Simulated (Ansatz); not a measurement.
# Ti2O: a hydrostatic pressure series

One table from this session's results is given with a row withheld; the runs are named, their logs left out.

Computed with Ansatz 0.2.0 (DFT r2SCAN, scalar-relativistic, plane waves, PAW, unless a step's input says otherwise).

2 further runs of the same task are left out: 2 set aside as unsound or not needed.

**The structure to begin with**

The structure is trigonal, space group P-3m1 (No. 164). The conventional cell has a = 2.951 Å, b = 2.951 Å, c = 4.814 Å, α = 90.00°, β = 90.00°, γ = 120.00°. Ti (site symmetry 3m) is surrounded by 3 O at 2.14 Å. Around O (site symmetry -3m) lie 6 Ti at 2.14 Å.

Coordinates:

```cif
data_structure
_symmetry_space_group_name_H-M 'P 1'
_symmetry_Int_Tables_number 1
_cell_length_a 2.9514
_cell_length_b 2.9514
_cell_length_c 4.8140
_cell_angle_alpha 90.000
_cell_angle_beta 90.000
_cell_angle_gamma 120.000
_cell_volume 36.32
loop_
_atom_site_label
_atom_site_type_symbol
_atom_site_fract_x
_atom_site_fract_y
_atom_site_fract_z
_atom_site_occupancy
Ti1 Ti 0.66667 0.33333 0.26889 1
Ti2 Ti 0.33333 0.66667 0.73111 1
O1 O 0.00000 0.00000 0.00000 1
```

It is the result of an earlier relaxation at this level (volume 12.11 Å³/atom; gap on the mesh: none (metal)).

Set-up of the first run:

The input, input.yaml:

```yaml
crystal:
  lattice:
    - [2.9792987336, 0.0, 0.0]
    - [-1.4896493668, 2.5801483887, 0.0]
    - [0.0, 0.0, 4.8594526024]
  atoms:
    - { symbol: Ti, position: [0.6666666667, 0.3333333333, 0.2688898702] }
    - { symbol: Ti, position: [0.3333333333, 0.6666666667, 0.7311101298] }
    - { symbol: O, position: [0.0, 0.0, 0.0] }
basis:
  ecutwfc: 500
kpoints:
  mp_grid: { grid: [18, 18, 10] }
hamiltonian:
  xc: r2scan
scf:
  occupations: { method: gaussian, width: 0.1 }
output:
  forces: true
  stress: true
  eigenvalues: true
relax:
  adjacent_minimum: "off"
  f_tol: 0.008
  max_steps: 50
  cell: { stress_tol: 0.08, p_target: -3.0 }
```

Run with:

```console
$ ansatz run input.yaml --threads 1 --pin off --max-ram 2560MiB --backend cpu --events-out ev --progress --plain --runs-dir out
```

Steps of the session up to this table: Target pressure -3 GPa; 3 GPa; Target pressure 8 GPa; 15 GPa; Target pressure 30 GPa; Target pressure 60 GPa.

One of the session's tables, all rows but one given; the rest of the session is left out.

```
P (GPa)  V (Å³/atom)  a (Å)  b (Å)  c (Å)  ΔH (eV/atom)
     -3        12.29  2.967  2.967  4.836        -0.228
      0        12.11  2.951  2.951  4.814         0.000
      3        11.93  2.936  2.936  4.792         0.225
      8            ?      ?      ?      ?             ?
     15        11.33  2.884  2.884  4.719         1.095
     30        10.75  2.831  2.831  4.646         2.127
     60         9.90  2.749  2.749  4.538         4.055
```

Estimate the missing values for P (GPa) = 8.

Worked estimate for «V (Å³/atom)». A straight line through the neighbours (3, 11.93) and (15, 11.33) gives 11.93 + (11.33 − 11.93) × (8 − 3) / (15 − 3) = 11.68; a parabola fitted to 4 rows on both sides gives 11.67.

As computed: V (Å³/atom): 11.66; a (Å): 2.913; b (Å): 2.913; c (Å): 4.759; ΔH (eV/atom): 0.593. In «V (Å³/atom)» the line misses by +0.02 and the parabola by +0.01.

ΔH is E + PV over the energy at zero pressure; a, b and c are the vectors of the computed cell. 

Limits of these values: Other structures may take over in this range; these runs cannot find them. The final runs have no spin polarisation, so no magnetic state was tried and one may lie lower.
